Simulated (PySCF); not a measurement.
Runs of PySCF 2.14.0 on F2SiClBr. The cell holds a molecule in a box, 5 atoms: a = 12.000 Å, b = 12.000 Å, c = 12.000 Å, α = 90.00°, β = 90.00°, γ = 90.00°. 

```tsv
task	level	conv_tol	grid for exchange and correlation	three-centre integrals	frozen core bands	exxdiv	gap on the mesh (eV)
atomic charges	TM	1e-07 Ha	Becke, atom-centred	read from an earlier run's file	-	-	6.98
atomic charges	TASK	1e-07 Ha	Becke, atom-centred	read from an earlier run's file	-	-	8.48
atomic charges	PBE	1e-07 Ha	Becke, atom-centred	-	-	-	6.59
MP2 correlation energy	HF	1e-08 Ha	-	read from an earlier run's file	21	ewald	(a)
```

Alike in all rows: potentials or basis pob-tzvp-rev2 (all-electron); no spin polarisation; cell as given; k mesh 1 × 1 × 1; smearing fixed.

Task: Estimate the missing entries.

Result: (a) 16.35.

Caveats: this is a molecule in a periodic box at the Γ point, so its band gap is the HOMO-LUMO gap; relativity is left out, which matters for the heavier elements; the basis of atomic orbitals isn't converged, which shifts pressures, moduli and gaps; this basis is made for solids and lacks diffuse functions, so gaps of a molecule come out too wide by an eV or more; the basis is small and the box finite, so much correlation energy is missing and levels can be off by tenths of an eV (some runs).

A k mesh can miss the band edges, and the runs leave out spin-orbit coupling on Br.
